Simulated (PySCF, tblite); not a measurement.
# C₂H₉OSSi₂ radical: geometry, infrared bands and EPR parameters

Aim: predict the infrared bands and EPR parameters of C₂H₉OSSi₂ radical (`[CH2][Si@H]([SiH2]O)SC`).

Programs: tblite 0.8.0 and PySCF 2.14.0, with density-fitted response routines of our own. Each step states its level of theory. These are calculated values for one molecule in the gas phase, unless marked as measured. Atoms count from 0, in the outputs and in this text.

## (1) Starting geometry

15 atoms, charge 0, multiplicity 2; geometry from: force field or distance geometry start.

Bonds of the start (Å): C0–Si1 1.86, Si1–Si2 2.26, Si2–O3 1.69, Si1–S4 2.14, S4–C5 1.81, C0–H6 1.12, C0–H7 1.12, Si1–H8 1.47, Si2–H9 1.48, Si2–H10 1.48, O3–H11 1.00, C5–H12 1.11, C5–H13 1.10, C5–H14 1.11.

## (2) Relaxing the molecule with GFN2-xTB

The job: settings as JSON, then the geometry in Å.

```
{"job": {"kind": "relax", "xc": "GFN2-xTB", "basis": "xTB"}, "charge": 0, "multiplicity": 2}
C      0.435600     2.364200    -0.168600
Si     0.051000     0.600300     0.285200
Si     1.888200    -0.708900     0.171000
O      3.207700    -0.054500     1.007700
S     -1.278400    -0.147200    -1.219400
C     -2.662100    -0.982700    -0.410500
H     -0.366900     2.990400     0.303000
H      0.343600     2.534100    -1.267400
H     -0.578800     0.507700     1.612300
H      1.491700    -1.990800     0.798300
H      2.250200    -0.906700    -1.250700
H      3.997400    -0.634800     0.812100
H     -3.389300    -1.361000    -1.153500
H     -3.119800    -0.320700     0.336600
H     -2.274200    -1.881600     0.121800
```

Command:

```bash
> OMP_NUM_THREADS=1 python probes_run.py task.json out
```

One launch serves the whole session: the jobs run in the order shown.

The program printed:

```text
step      E/eV     max force
  0    -532.88812    2.601
  1    -533.16325    1.810
  2    -533.33347    1.057
  3    -533.41625    0.880
  4    -533.52342    0.716
  5    -533.56158    0.745
  6    -533.61087    0.623
  7    -533.63789    0.331
  8    -533.64749    0.206
  9    -533.65337    0.208
 10    -533.66160    0.229
 11    -533.66939    0.236
 12    -533.67637    0.199
 13    -533.68194    0.179
 14    -533.68725    0.174
 15    -533.69260    0.192
 16    -533.69773    0.225
 17    -533.70227    0.225
 18    -533.70627    0.179
 19    -533.71019    0.188
 20    -533.71527    0.266
 21    -533.72223    0.315
 22    -533.73003    0.318
 23    -533.73671    0.281
 24    -533.74202    0.207
 25    -533.74614    0.254
 26    -533.74975    0.222
 27    -533.75321    0.125
 28    -533.75594    0.121
 29    -533.75806    0.124
 30    -533.75985    0.134
 31    -533.76139    0.146
 32    -533.76286    0.103
 33    -533.76444    0.096
 34    -533.76606    0.128
 35    -533.76762    0.121
 36    -533.76967    0.105
 37    -533.77149    0.103
 38    -533.77325    0.094
 39    -533.77489    0.096
 40    -533.77663    0.107
 41    -533.77876    0.152
 42    -533.78130    0.198
 43    -533.78350    0.199
 44    -533.78521    0.140
 45    -533.78707    0.084
 46    -533.78839    0.071
 47    -533.78968    0.120
 48    -533.79234    0.176
 49    -533.79467    0.176
 50    -533.79666    0.105
 51    -533.79831    0.103
 52    -533.80022    0.124
 53    -533.80298    0.220
 54    -533.80641    0.307
 55    -533.80781    0.455
 56    -533.81298    0.142
 57    -533.81599    0.081
 58    -533.81968    0.124
 59    -533.82096    0.096
 60    -533.82208    0.062
 61    -533.82273    0.073
 62    -533.82362    0.088
 63    -533.82490    0.086
 64    -533.82611    0.087
 65    -533.82682    0.174
 66    -533.82753    0.106
 67    -533.82857    0.081
 68    -533.83066    0.126
 69    -533.83150    0.071
 70    -533.83254    0.059
 71    -533.83308    0.046
 72    -533.83345    0.042
 73    -533.83372    0.055
 74    -533.83392    0.053
 75    -533.83413    0.040
 76    -533.83433    0.041
 77    -533.83465    0.040
 78    -533.83495    0.050
 79    -533.83523    0.043
 80    -533.83550    0.044
 81    -533.83579    0.051
 82    -533.83604    0.040
 83    -533.83625    0.033
 84    -533.83646    0.043
 85    -533.83679    0.072
 86    -533.83730    0.072
 87    -533.83806    0.098
 88    -533.83891    0.079
 89    -533.83968    0.055
 90    -533.84024    0.062
 91    -533.84074    0.055
 92    -533.84124    0.060
 93    -533.84200    0.086
 94    -533.84289    0.107
 95    -533.84379    0.097
 96    -533.84431    0.055
 97    -533.84460    0.060
 98    -533.84486    0.048
 99    -533.84544    0.054
100    -533.84617    0.069
101    -533.84732    0.070
102    -533.84833    0.082
103    -533.84926    0.080
104    -533.85010    0.088
105    -533.85089    0.062
106    -533.85157    0.132
107    -533.85267    0.075
108    -533.85406    0.105
109    -533.85506    0.082
110    -533.85580    0.072
111    -533.85690    0.073
112    -533.85830    0.072
113    -533.86011    0.109
114    -533.86171    0.129
115    -533.86263    0.179
116    -533.86458    0.121
117    -533.86653    0.080
118    -533.86894    0.124
119    -533.87176    0.142
120    -533.87546    0.123
121    -533.86737    0.492
122    -533.88003    0.191
123    -533.88200    0.100
124    -533.88472    0.167
125    -533.88683    0.139
126    -533.88951    0.087
127    -533.89228    0.204
128    -533.89475    0.185
129    -533.89707    0.128
130    -533.89831    0.168
131    -533.89935    0.138
132    -533.90028    0.068
133    -533.90109    0.065
134    -533.90245    0.071
135    -533.90335    0.079
136    -533.90450    0.077
137    -533.90570    0.075
138    -533.90707    0.073
139    -533.90827    0.083
140    -533.90916    0.063
141    -533.90951    0.046
142    -533.90967    0.044
143    -533.90979    0.023
144    -533.90990    0.026
145    -533.91001    0.033
146    -533.91014    0.034
147    -533.91027    0.035
148    -533.91038    0.031
149    -533.91046    0.022
150    -533.91052    0.015
151    -533.91056    0.014
152    -533.91059    0.017
153    -533.91061    0.017
154    -533.91063    0.013
155    -533.91066    0.011
156    -533.91068    0.010
157    -533.91070    0.014
158    -533.91073    0.018
159    -533.91079    0.023
160    -533.91090    0.024
161    -533.91106    0.027
162    -533.91124    0.032
163    -533.91141    0.033
164    -533.91154    0.029
165    -533.91165    0.027
166    -533.91174    0.030
167    -533.91182    0.018
168    -533.91188    0.026
169    -533.91195    0.017
170    -533.91201    0.016
171    -533.91206    0.013
172    -533.91210    0.015
173    -533.91215    0.016
174    -533.91223    0.021
175    -533.91232    0.024
176    -533.91240    0.021
177    -533.91246    0.018
178    -533.91251    0.012
179    -533.91255    0.014
180    -533.91258    0.015
181    -533.91262    0.015
182    -533.91267    0.016
183    -533.91275    0.021
184    -533.91287    0.029
185    -533.91301    0.029
186    -533.91309    0.020
187    -533.91313    0.011
188    -533.91316    0.009
```

Wall time 1.6 s (1 thread of Arm Neoverse V1, shared host).

Step by step: (not every step is listed)

| step | energy from step 0 (eV) | largest force (eV/Å) |
| --- | --- | --- |
| 0 | 0.0000 | 2.6015 |
| 1 | -0.2751 | 1.8103 |
| 2 | -0.4454 | 1.0575 |
| 3 | -0.5281 | 0.8805 |
| 4 | -0.6353 | 0.7155 |
| 5 | -0.6735 | 0.7449 |
| 6 | -0.7228 | 0.6231 |
| 7 | -0.7498 | 0.3308 |
| 8 | -0.7594 | 0.2057 |
| 25 | -0.8580 | 0.2543 |
| 42 | -0.8932 | 0.1983 |
| 59 | -0.9328 | 0.0961 |
| 76 | -0.9462 | 0.0414 |
| 93 | -0.9539 | 0.0863 |
| 110 | -0.9677 | 0.0720 |
| 127 | -1.0042 | 0.2038 |
| 144 | -1.0218 | 0.0263 |
| 161 | -1.0229 | 0.0271 |
| 178 | -1.0244 | 0.0124 |
| 183 | -1.0246 | 0.0214 |
| 184 | -1.0248 | 0.0289 |
| 185 | -1.0249 | 0.0293 |
| 186 | -1.0250 | 0.0200 |
| 187 | -1.0250 | 0.0110 |
| 188 | -1.0250 | 0.0094 |

Close pairs (by a distance rule), those that changed most:

```csv
bond,before (Å),after (Å),change (Å)
Si2–O3,1.694,1.626,-0.068
Si1–Si2,2.259,2.316,+0.057
O3–H11,0.999,0.954,-0.045
C0–H6,1.122,1.077,-0.045
C0–Si1,1.862,1.823,-0.039
C0–H7,1.116,1.079,-0.037
C5–H14,1.114,1.086,-0.029
Si1–S4,2.142,2.170,+0.027
```

The final coordinates are the input of the step that follows.

## (3) Infrared spectrum with GFN2-xTB

The job: settings as JSON, then the geometry in Å.

```
{"job": {"kind": "ir", "xc": "GFN2-xTB", "basis": "xTB"}, "charge": 0, "multiplicity": 2}
C     -0.159015     1.792349    -0.098062
Si     0.058010     0.023521     0.284111
Si     2.188838    -0.821465    -0.047444
O      2.913694     0.147662     1.038299
S     -1.225794    -1.112053    -1.046280
C     -2.815722    -0.504402    -0.429853
H      0.284991     2.562145     0.510632
H     -0.477445     2.128856    -1.072706
H     -0.433977    -0.304051     1.635917
H      2.412058    -2.226694     0.312337
H      2.775836    -0.621248    -1.375058
H      3.850621     0.120657     1.215066
H     -3.594157    -1.002784    -0.998033
H     -2.870578     0.570008    -0.575535
H     -2.911772    -0.744513     0.624698
```

The program printed:

```text
mode    cm-1     km/mol
  1      44.2      0.26
  2      50.1      5.46
  3      80.3      1.76
  4     123.4      0.37
  5     135.2      3.04
  6     162.1      0.57
  7     181.0      3.09
  8     193.4      3.79
  9     217.2      6.22
 10     309.9     72.33
 11     410.7     54.01
 12     427.7     12.90
 13     492.7     34.83
 14     537.8     89.38
 15     584.3     44.40
 16     592.3     66.77
 17     634.2    196.66
 18     688.4    371.59
 19     735.9      1.88
 20     739.5     61.68
 21     802.5    117.90
 22     818.5    352.44
 23     879.9     28.02
 24     888.5    162.14
 25     951.7      0.20
 26     959.7      3.39
 27    1324.8      4.03
 28    1385.5      0.99
 29    1457.2      4.00
 30    1460.9      5.92
 31    2114.3    216.00
 32    2194.2    379.94
 33    2232.8    170.76
 34    3025.0      9.85
 35    3029.2      8.22
 36    3053.5      5.33
 37    3065.9      1.99
 38    3108.7     21.13
 39    3643.3      4.17
```

Run time: 0.61 s. Hardware: 1 thread of Arm Neoverse V1, shared host.

Which atoms move in the most intense modes:

```csv
cm⁻¹,km/mol,atoms
634,196.7,H8 81 %
688,371.6,"H10 33 %, H9 32 %, H11 20 %"
802,117.9,"H11 57 %, O3 17 %, H10 11 %, H9 10 %"
818,352.4,"H10 45 %, H9 44 %"
888,162.1,"O3 54 %, Si2 36 %"
2114,216.0,H8 96 %
2194,379.9,"H9 78 %, H10 18 %"
2233,170.8,"H10 78 %, H9 19 %"
```

## (4) EPR parameters: B3LYP/pcH-1

Same as in step 3 but for these lines:

```diff
@@ -1,2 +1,2 @@
-{"job": {"kind": "ir", "xc": "GFN2-xTB", "basis": "xTB"}, "charge": 0, "multiplicity": 2}
+{"job": {"kind": "epr", "basis": "pcH-1"}, "charge": 0, "multiplicity": 2}
 C     -0.159015     1.792349    -0.098062
```

Method: UKS B3LYP, pcH-1 on C H O S Si, non-relativistic, mean-field spin-orbit, GIAO.

The program printed:

```text
UKS, coarse grid
  cycle   1  E = -1133.93940698  |g| = 6.14e-01
  cycle   2  E = -1133.70996888  |g| = 9.87e-01
  cycle   3  E = -1134.07321376  |g| = 9.28e-02
  cycle   4  E = -1134.07630223  |g| = 4.42e-02
  cycle   5  E = -1134.07723499  |g| = 8.50e-03
  cycle   6  E = -1134.07727749  |g| = 3.27e-03
  cycle   7  E = -1134.07728430  |g| = 1.46e-03
  cycle   8  E = -1134.07728544  |g| = 5.62e-04
UKS, final grid
  cycle   1  E = -1134.07730773  |g| = 7.16e-04
  cycle   2  E = -1134.07730751  |g| = 9.97e-04
  cycle   3  E = -1134.07730799  |g| = 7.04e-05
  cycle   4  E = -1134.07730799  |g| = 2.89e-05
E = -1134.07730799 Eh   <S^2> = 0.7537 (exact 0.7500)
g shifts (ppm)      1          2          3
  rmc          -128       -128       -128
  gc              5         27         13
  oz_so         251        588        908
  total         128        488        793
hyperfine (MHz)  atom isotope    a_iso     a_fc   dipolar eigenvalues
    0   13C      95.48      95.58    -74.24    -73.72    147.96
    1  29Si      53.55      53.64     -2.54     -0.79      3.33
    2  29Si     -73.39     -73.48    -15.68      7.53      8.15
    3   17O       1.74       1.74     -0.50      0.07      0.43
    4   33S       1.36       1.34     -1.16     -0.49      1.65
    5   13C       0.28       0.28     -0.86     -0.23      1.10
    6    1H     -54.30     -54.32    -35.76     -1.10     36.86
    7    1H     -54.45     -54.47    -35.67     -1.05     36.72
    8    1H      43.56      43.56     -3.26     -2.10      5.37
    9    1H      18.03      18.03     -1.47     -0.53      2.00
   10    1H       0.24       0.24     -1.67     -0.85      2.52
   11    1H       1.36       1.36     -1.10     -0.75      1.85
   12    1H      -0.50      -0.50     -1.00     -0.82      1.82
   13    1H       1.78       1.78     -3.50     -2.60      6.11
   14    1H       0.07       0.07     -1.41     -1.30      2.71
```

Wall time 95 s (1 thread of Arm Neoverse V1, shared host); peak memory 0.93 GiB.

Principal g values 2.00245, 2.00281, 2.00311; g(iso) = 2.00279, against 2.00232 for a free electron.

Mean a(iso) over the nuclei that a row names, and the largest dipolar term of the row (other rows stand at the frozen geometry):

```csv
nuclei,isotope,a(iso) (MHz),"a(iso) (G, at g = 2.0023)",largest dipolar term (MHz)
C0,13C,95.5,34.1,148.0
Si2,29Si,-73.4,-26.2,-15.7
"H6, H7",1H,-54.4,-19.4,36.9
Si1,29Si,53.6,19.1,3.3
H8,1H,43.6,15.5,5.4
H9,1H,18.0,6.4,2.0
O3,17O,1.7,0.6,-0.5
S4,33S,1.4,0.5,1.6
H11,1H,1.4,0.5,1.8
"H12, H13, H14",1H,0.5,0.2,6.1
C5,13C,0.3,0.1,1.1
H10,1H,0.2,0.1,2.5
```

Mulliken spin populations:

C0 1.02; Si1 -0.05; Si2 0.06; O3 0.00; S4 0.00; C5 0.00; H6 -0.04; H7 -0.04; H8 0.02; H9 0.01; H10 0.00; H11 0.00; H12 0.00; H13 0.00; H14 0.00

In first order the couplings over 0.8 MHz of 1H give 24 distinct lines over 61.3 G, if the averaged nuclei exchange fast; the same motion can average rows kept apart here too.

The fields below are evaluated on a grid from the run's orbitals.

ELF in a plane through or near 6 of the atoms.

Values, 10 rows by 14 columns:
```
0.00 0.00 0.00 0.00 0.00 0.00 0.00 0.00 0.00 0.00 0.00 0.00 0.00 0.00
0.00 0.00 0.00 0.00 0.00 0.00 0.02 0.02 0.00 0.00 0.00 0.00 0.00 0.00
0.00 0.00 0.00 0.00 0.00 0.11 0.90 0.68 0.21 0.03 0.00 0.00 0.00 0.00
0.00 0.00 0.00 0.03 0.03 0.06 0.69 0.43 0.73 0.03 0.05 0.01 0.00 0.00
0.00 0.00 0.18 0.46 0.68 0.08 0.56 0.84 0.19 0.67 1.00 0.38 0.00 0.00
0.00 0.00 0.16 0.37 0.37 0.41 0.78 0.10 0.62 0.62 0.55 0.39 0.03 0.00
0.00 0.00 0.00 0.12 0.43 0.24 0.48 0.56 0.60 0.65 0.81 0.99 0.19 0.00
0.00 0.00 0.00 0.84 1.00 0.95 0.02 0.50 0.90 0.36 0.03 0.25 0.00 0.00
0.00 0.00 0.00 0.11 0.81 0.36 0.00 0.01 0.14 0.02 0.00 0.00 0.00 0.00
0.00 0.00 0.00 0.00 0.00 0.00 0.00 0.00 0.00 0.00 0.00 0.00 0.00 0.00
```
The map spans 13.2 Å across and 10.4 Å up, centred on the molecule. Atoms in the plane (x, y in Å): C0 (0.2, 1.8), Si2 (-2.2, -0.8), C5 (2.8, -0.6), H9 (-2.5, -2.2), H12 (3.7, -1.1), H13 (2.9, 0.5).

log10 of the density (e/Å³) in the same plane.

Ten even steps from ' ' (-4.0) to '@' (2.1):
```
                                                        
                          ....                          
                      ....::::....                      
                    ..::--------::::..                  
                  ..::--==++++====--::..                
              ....::--==++****++++==::::..              
          ..::::::::--==++**%%**++==--::::::..          
        ::--======----==++**##**++==--====--::..        
      ..--==++++++++====++****++====++****==--::..      
      ::--==++****++++++++##**++++==++****++==::..      
      ::--==++************##****++++******++==--::..    
      ..::--==++**@@##**++++++********####**++--::..    
        ..--==++****++++++==++**************++--::..    
        ..--==++****++==--====++**++++========--..      
        ..::--++****++==----====++++==--------::..      
        ..::--======----::::----------::::....          
          ..::::----::::......::::::....                
              ........                                  
                                                        
                                                        
```
The map spans 13.2 Å across and 10.4 Å up, centred on the molecule. Atoms in the plane (x, y in Å): C0 (0.2, 1.8), Si2 (-2.2, -0.8), C5 (2.8, -0.6), H9 (-2.5, -2.2), H12 (3.7, -1.1), H13 (2.9, 0.5).

On the surface of density 0.002 e/bohr³ the electrostatic potential runs, from the 1st to the 99th percentile, from -1.09 V near S4 to 2.37 V near H11.

The spin density lies nearest to C0 66 %; H6, H7 about 10 % each.

## (5) Results

```
                                                                  quantity                  value
                                 strongest single infrared mode (GFN2-xTB)  2194 cm⁻¹, 380 km/mol
                                              zero-point energy (GFN2-xTB)          62.5 kcal/mol
                                                            g(iso) (B3LYP)                2.00279
                                                                      ⟨S²⟩     0.754 (exact 0.75)
                                        largest a(iso) (averaged by class)    13C on C0, 95.5 MHz
potential on the surface of density 0.002 e/bohr³, 1st and 99th percentile     -1.09 V and 2.37 V
```

In words: Over 188 steps the energy fell by 1.025 eV; of the close pairs, Si2–O3 changed most, 1.694 to 1.626 Å. No mode is imaginary among the 39: a minimum at this level. The strongest single mode, at 2194 cm⁻¹, moves mainly H9. Unscaled tight-binding wavenumbers are off by several per cent, some by more. Its intensities can rank the bands wrongly. Most of the unpaired spin sits on C0 (1.02 e). The isotropic g lies 0.5 ppt above the free-electron value.
